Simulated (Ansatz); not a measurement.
# AlN: the cost of one run

Method: DFT r²SCAN, frozen-core PAW, scalar-relativistic unless said, in Ansatz 0.2.0.

The COD entry's cell or inner coordinates are ideal or old and differ from later refinements, so a difference from it is no clean test against experiment.

### 1 The system as given

It takes space group P6_3mc (No. 186, hexagonal). The conventional cell has a = 3.113 Å, b = 3.113 Å, c = 4.981 Å, α = 90.00°, β = 90.00°, γ = 120.00°. Al (site symmetry 3m) has 4 N at 1.89 Å as nearest neighbours. N (site symmetry 3m) is surrounded by 4 Al at 1.89 Å.

Structure file:

```
CELL_PARAMETERS angstrom
3.11300 0.00000 0.00000
-1.55650 2.69594 0.00000
0.00000 0.00000 4.98100
ATOMIC_POSITIONS crystal
Al 0.33333 0.66667 0.00000
Al 0.66667 0.33333 0.50000
N 0.33333 0.66667 0.38000
N 0.66667 0.33333 0.88000
```

Cartesian axes are those of the input's lattice vectors. The structure goes back to a database entry.

### 2 Cell and atoms relaxed, PAW

The input, input.yaml:

```yaml
crystal:
  lattice:
    - [3.11300000001, 0.0, 0.0]
    - [-1.5565, 2.69593708199, 0.0]
    - [0.0, 0.0, 4.981]
  atoms:
    - { symbol: Al, position: [0.333333333333, 0.666666666667, 0.0] }
    - { symbol: Al, position: [0.666666666667, 0.333333333333, 0.5] }
    - { symbol: "N", position: [0.333333333333, 0.666666666667, 0.38] }
    - { symbol: "N", position: [0.666666666667, 0.333333333333, 0.88] }
kpoints:
  mp_grid: { grid: [12, 12, 6] }
scf:
  occupations: { method: fermi_dirac, width: 0.08 }
hamiltonian:
  xc: r2scan
  pseudopotentials: { kind: paw }
relax:
  f_tol: 0.002
  max_steps: 80
  cell: {}
output:
  forces: true
  stress: true
```

The run is started by

```console
$ ansatz run input.yaml --threads 2 --pin off --max-ram 5120MiB --backend cpu --events-out ev --progress --plain --runs-dir out
```

Q: Estimate wall time and peak memory on 2 threads of Arm Neoverse V1, shared host.

About 17 s, with a peak of 0.45 GiB.
